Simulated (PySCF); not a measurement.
# C5H9BF2: the cost of one run

The runs use PySCF 2.14.0, with density-fitted response routines of our own; the level of theory stands in each step. All values are computed, except where a source is named. Atoms are numbered from 0 throughout.

### 1 Starting geometry

17 atoms, charge 0, multiplicity 1; geometry from: GFN2-xTB.

Bonds of the start (Å): C0–C1 1.34, C1–B2 1.56, B2–F3 1.32, C1–C4 1.52, C4–C5 1.53, C4–C6 1.53, C4–F7 1.40, C0–H8 1.08, C0–H9 1.08, B2–H10 1.17, C5–H11 1.09, C5–H12 1.09, C5–H13 1.09, C6–H14 1.09, C6–H15 1.08, C6–H16 1.09.

### 2 Spin-spin couplings: B3LYP/pcJ-1

Job settings and geometry (Å):

```
{"job": {"kind": "j", "xc": "B3LYP", "basis": "pcJ-1"}, "charge": 0, "multiplicity": 1}
C      0.514988     0.101982     1.721215
C      0.800279     0.189640     0.418585
B      2.254806     0.547372    -0.031060
F      3.150548     0.755359     0.915309
C     -0.292733    -0.061630    -0.605470
C     -1.415529     0.968769    -0.493153
C     -0.818583    -1.494097    -0.525023
F      0.248603     0.086198    -1.885976
H      1.279577     0.277157     2.458985
H     -0.464883    -0.141215     2.101587
H      2.626564     0.648071    -1.136494
H     -1.002274     1.972069    -0.565202
H     -1.932148     0.864099     0.455228
H     -2.124419     0.824452    -1.305020
H      0.007696    -2.194621    -0.620160
H     -1.318825    -1.661069     0.423174
H     -1.520665    -1.670509    -1.336435
```

Level: B3LYP/pcJ-1 indirect spin-spin coupling, non-relativistic, gas phase.

Launch:

```
$ OMP_NUM_THREADS=1 python probes_run.py task.json out
```

One launch serves the whole session: the jobs run in the order shown.

**Question.** How long does this job take on 1 thread of Arm Neoverse N1, shared host, and how much memory does it need?

About 3.2 min, with a peak of 1.3 GiB.
